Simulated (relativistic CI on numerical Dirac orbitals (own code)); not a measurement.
**W⁵⁺ (5d) in crystal fields: levels and magnetism**

Aim: the levels, ground state and powder susceptibility of W⁵⁺ in 6 parametric crystal fields.

Method: Dirac-Coulomb-Breit CI, KLI orbitals optimised for each configuration, model QED (radiative potential, 1s self-energy scaled to tabulated hydrogen-like ionisation energies), valence Slater integrals scaled by 0.8, one configuration in a parametric crystal field. Code: relativistic CI on numerical Dirac orbitals (own code) version 1.

## (1) The system

| Property | Result |
| --- | --- |
| ion | W⁵⁺ (W VI) |
| nuclear charge | 74 |
| electrons | 69 |
| open shell | 5d |
| Slater scale | 0.8 |
| field 1 (cm⁻¹) | Oh, 10Dq = 26450 |
| field 2 (cm⁻¹) | D4h, 10Dq = 78900, Ds = 2110, Dt = 220 |
| field 3 (cm⁻¹) | D4h, 10Dq = 42550, Ds = 1350, Dt = 960 |
| field 4 (cm⁻¹) | D4h, 10Dq = 69300, Ds = -1360, Dt = 630 |
| field 5 (cm⁻¹) | D3d, 10Dq = 28550, Dsigma = -80, Dtau = -140 |
| field 6 (cm⁻¹) | Oh, 10Dq = 74250 |

The outer shells:

[Xe] 4f14 5d1
```
[Xe] core
4f [↑↓][↑↓][↑↓][↑↓][↑↓][↑↓][↑↓]
5d [↑ ][  ][  ][  ][  ]
```

## (2) Field 1: Oh, 10Dq = 26450

Input settings:

```ini
atom W  Z=74  charge=5  electrons=69
nucleus A=184  rms_radius_fm=5.3658
hamiltonian dirac-coulomb  breit=on  qed=on  c_scale=1
orbitals kli  potential=per-configuration
slater_scale 0.8
correlation none
mixing on
configurations
  [Xe] 4f14 5d
end
crystal_field Oh 10Dq=26450
```

## (3) Field 2: D4h, 10Dq = 78900, Ds = 2110, Dt = 220

The settings differ from step 2 so:

```diff
@@ -10,2 +10,2 @@
 end
-crystal_field Oh 10Dq=26450
+crystal_field D4h 10Dq=78900 Ds=2110 Dt=220
```

## (4) Field 3: D4h, 10Dq = 42550, Ds = 1350, Dt = 960

The settings differ from step 3 so:

```diff
@@ -10,2 +10,2 @@
 end
-crystal_field D4h 10Dq=78900 Ds=2110 Dt=220
+crystal_field D4h 10Dq=42550 Ds=1350 Dt=960
```

## (5) Field 4: D4h, 10Dq = 69300, Ds = -1360, Dt = 630

The settings differ from step 4 so:

```diff
@@ -10,2 +10,2 @@
 end
-crystal_field D4h 10Dq=42550 Ds=1350 Dt=960
+crystal_field D4h 10Dq=69300 Ds=-1360 Dt=630
```

## (6) Field 5: D3d, 10Dq = 28550, Dsigma = -80, Dtau = -140

The settings differ from step 5 so:

```diff
@@ -10,2 +10,2 @@
 end
-crystal_field D4h 10Dq=69300 Ds=-1360 Dt=630
+crystal_field D3d 10Dq=28550 Dsigma=-80 Dtau=-140
```

## (7) Field 6: Oh, 10Dq = 74250

The settings differ from step 6 so:

```diff
@@ -10,2 +10,2 @@
 end
-crystal_field D3d 10Dq=28550 Dsigma=-80 Dtau=-140
+crystal_field Oh 10Dq=74250
```

(Steps that only read results are left out.)

What does the calculation give? Wanted: ground spin; most axial ground doublet.

**Answer**, as computed:

| field | ground state | degeneracy | S | J | first gap (cm⁻¹) | stabilisation (cm⁻¹) | χT at 2 K | χT at 300 K |
| --- | --- | --- | --- | --- | --- | --- | --- | --- |
| 1: Oh | G8 | 4 | 0.50 | 1.81 | 5362 | -7908 | 0.034 | 0.062 |
| 2: D4h | G6 | 2 | 0.50 | 1.90 | 2179 | -29779 | 0.004 | 0.033 |
| 3: D4h | G7 | 2 | 0.50 | 1.86 | 413 | -12189 | 0.008 | 0.046 |
| 4: D4h | G7 | 2 | 0.50 | 1.98 | 6131 | -26991 | 0.146 | 0.162 |
| 5: D3d | G56 | 2 | 0.50 | 1.83 | 641 | -8857 | 0.015 | 0.052 |
| 6: Oh | G8 | 4 | 0.50 | 1.90 | 5024 | -26690 | 0.005 | 0.036 |

χT is in cm³ K/mol; stabilisation counts from the free ion's lowest level; S and J come from the expectation values of their squares.

| quantity | value |
| --- | --- |
| ground spin (effective S from ⟨S²⟩) | 1: 0.50, 2: 0.50, 3: 0.50, 4: 0.50, 5: 0.50, 6: 0.50 |
| χT at 300 K | 0.03 to 0.16 cm³ K/mol |
| most axial ground doublet | field 5, g = 0.00, 0.00, 0.68 |

All fields leave the ground state at S = 1/2. The lowest doublet of field 5 is strongly axial. The field is a set of parameters, without covalency or charge transfer.
